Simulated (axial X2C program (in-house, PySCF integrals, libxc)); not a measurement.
# TiF⁺: properties at the nuclei

Wanted for TiF⁺: properties at the nuclei, at the two-component level.

The runs use an in-house X2C program for linear molecules on PySCF integrals; two-component X2C with atomic mean-field terms, Ti dyall-acv3z, F dyall-av3z.

All values are calculated.

## 1. Input

task.json reads:

```json
{
 "zs": [
  22,
  9
 ],
 "q": 1,
 "bas": [
  "dyall-acv3z",
  "dyall-av3z"
 ],
 "r0": 2.0,
 "levels": [
  "PBE0",
  "HF",
  "B3LYP"
 ],
 "nst": 1,
 "ff": 1,
 "thr": -3.5,
 "nmax": 130,
 "opt": {
  "ecut": 60
 }
}
```

Keys: zs atomic numbers; q charge; bas basis sets; r0 starting distance in Å; levels methods (HF also brings MP2); nst determinants followed; ff finite-field run; thr threshold in hartree for freezing inner shells (an s shell follows its p shell); nmax most natural virtual spinors; ecut virtual cutoff in hartree.

Launch:

```
$ python soeom.py task.json out
```

The runs that follow: Expectation values, lowest determinant; Finite-field coupled cluster.

**Question.** What will these runs give? Wanted: lowest determinant; Eeff magnitude; Ws magnitude Ti; A∥/gI Ti; qzz Ti (for each run or level that gives them).

As calculated:

```
                       quantity                                            value
             lowest determinant  Ω = 1 (excess of +ω over −ω: ω = -3/2, ω = 5/2)
   Eeff magnitude (GV/cm), PBE0                                            0.037
    Ws magnitude Ti (kHz), PBE0                                           0.0149
           A∥/gI Ti (MHz), PBE0                                             -303
            qzz Ti (a.u.), PBE0                                             0.97
Eeff magnitude (GV/cm), CCSD(T)                                           0.0467
 Ws magnitude Ti (kHz), CCSD(T)                                           0.0186
        A∥/gI Ti (MHz), CCSD(T)                                             -321
         qzz Ti (a.u.), CCSD(T)                                             1.02
```

What this shows: In the first state, the effective field runs from 0.0352 to 0.0535 GV/cm over the mean-field levels. The expectation values come from single determinants, which for open shells can mix terms of unlike spin or miss the lowest Ω, so a determinant need not be a state. Eeff is the effective electric field on the electron dipole moment in this Ω state and Ws the scalar–pseudoscalar constant (defined with the proton number Z and per Ω); A∥ is the parallel hyperfine constant, which follows by multiplying with the nuclear g factor gI = μI/(I μN); qzz is the electric field gradient, eQq0 = 234.96 MHz × Q/barn × qzz. The operators were transformed with the bare-nucleus X2C matrices. Correlation of the inner shells is missing, which matters for properties at the nucleus.
